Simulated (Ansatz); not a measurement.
A nudged elastic band was laid between two geometries of a periodic cell of 17 atoms, Li16H (host Li, host structure bcc, interstitial H).

Theory: DFT PBE-D3(BJ), scalar-relativistic, plane waves, PAW in Ansatz 0.2.0. Settings: cutoff 420 eV, k mesh 3x3x3, fermi-dirac smearing 0.1 eV, no spin polarisation.

```json
{
 "movable images": "5",
 "climbing image": "yes",
 "spring": "5.0 eV/Å²",
 "optimiser": "lbfgs",
 "start path": "IDPP",
 "force threshold": "0.03 eV/Å",
 "iteration limit": "80",
 "end points": "relaxed"
}
```

First end point:

```xyz
17
Lattice="6.9800 0.0000 0.0000 0.0000 6.9800 0.0000 0.0000 0.0000 6.9800" Properties=species:S:1:pos:R:3
Li -0.056 0.002 -0.041
Li 3.585 0.001 -0.008
Li 0.012 3.492 -0.077
Li -0.056 0.002 3.531
Li 1.690 1.657 1.745
Li 3.367 3.491 0.093
Li 3.585 0.001 3.497
Li 5.244 1.772 1.744
Li 0.011 3.492 3.568
Li 1.690 5.324 1.745
Li 1.830 1.681 5.235
Li 3.367 3.491 3.396
Li 5.244 5.209 1.744
Li 5.258 1.936 5.234
Li 1.830 5.300 5.235
Li 5.259 5.044 5.234
H 6.230 3.488 5.236
```

Last end point:

```xyz
17
Lattice="6.9800 0.0000 0.0000 0.0000 6.9800 0.0000 0.0000 0.0000 6.9800" Properties=species:S:1:pos:R:3
Li 0.006 0.127 0.100
Li 3.494 -0.098 0.022
Li 0.009 3.476 -0.111
Li 0.006 0.126 3.393
Li 1.830 1.818 1.747
Li 3.498 3.547 -0.048
Li 3.494 -0.099 3.473
Li 5.158 1.818 1.747
Li 0.009 3.472 3.600
Li 1.711 5.210 1.749
Li 1.830 1.641 5.237
Li 3.498 3.546 3.541
Li 5.278 5.209 1.748
Li 5.156 1.644 5.237
Li 1.563 5.227 5.239
Li 5.415 5.235 5.239
H 6.971 4.287 5.232
```

**Question.** What changes between the two ends?

**Answer.** The atom that moves furthest is H17, by 1.09 Å; four of its nearest neighbours are Li14 1.83, Li3 1.83, Li9 1.83, Li16 1.83 Å at the first end and Li16 1.82, Li9 1.82, Li3 1.83, Li15 1.83 Å at the last.

**Question.** Give the energies along the band, and the barrier.

**Answer.** It converged. The highest image is number 1 of 0 to 6, 0.001 eV above the ends, which have the same energy within 2 meV. A structure lower than the last end lies on the path between it and the top, so the climb from that side starts below the end, which may itself be a saddle point or a shallow side well. The top lies less than 8 meV above the higher end, about what the thresholds resolve: the motion is nearly free. By the program's own check the climbing image is of a kind that is not told: the force calls were inconclusive, a negative curvature could not be distinguished from the path's own, the only one lies far off the path, or fixed occupations may fill a level only in part (lowest curvatures found: -0.06 and 0.12 eV/Å²). Limits of this set-up: coarse k mesh, odd electron count without spin, a small cell, in which the defect meets its images, a typed lattice constant that wasn't relaxed here.

```json
{"image": "0", "path coordinate (Å)": "0.00", "energy (eV)": "0.000"}
{"image": "1", "path coordinate (Å)": "0.32", "energy (eV)": "0.001"}
{"image": "2", "path coordinate (Å)": "0.66", "energy (eV)": "-0.003"}
{"image": "3", "path coordinate (Å)": "1.00", "energy (eV)": "-0.010"}
{"image": "4", "path coordinate (Å)": "1.34", "energy (eV)": "-0.001"}
{"image": "5", "path coordinate (Å)": "1.68", "energy (eV)": "0.001"}
{"image": "6", "path coordinate (Å)": "2.01", "energy (eV)": "0.000"}
```

**Question.** What is the geometry of the highest image?

**Answer.** 
```xyz
17
Lattice="6.9800 0.0000 0.0000 0.0000 6.9800 0.0000 0.0000 0.0000 6.9800" Properties=species:S:1:pos:R:3
Li -0.052 0.021 0.002
Li 3.573 -0.007 -0.079
Li 0.005 3.487 0.015
Li -0.052 0.021 3.488
Li 1.752 1.658 1.745
Li 3.390 3.514 0.069
Li 3.574 -0.007 3.569
Li 5.175 1.749 1.745
Li 0.005 3.487 3.475
Li 1.728 5.342 1.745
Li 1.769 1.728 5.235
Li 3.390 3.514 3.421
Li 5.206 5.245 1.745
Li 5.310 1.966 5.235
Li 1.729 5.261 5.235
Li 5.330 5.039 5.235
H 6.399 3.499 5.235
```

Run time: 13 min on 2 threads of AMD EPYC 9R14 (Zen 4), on a shared host, peak memory 1.2 GiB.
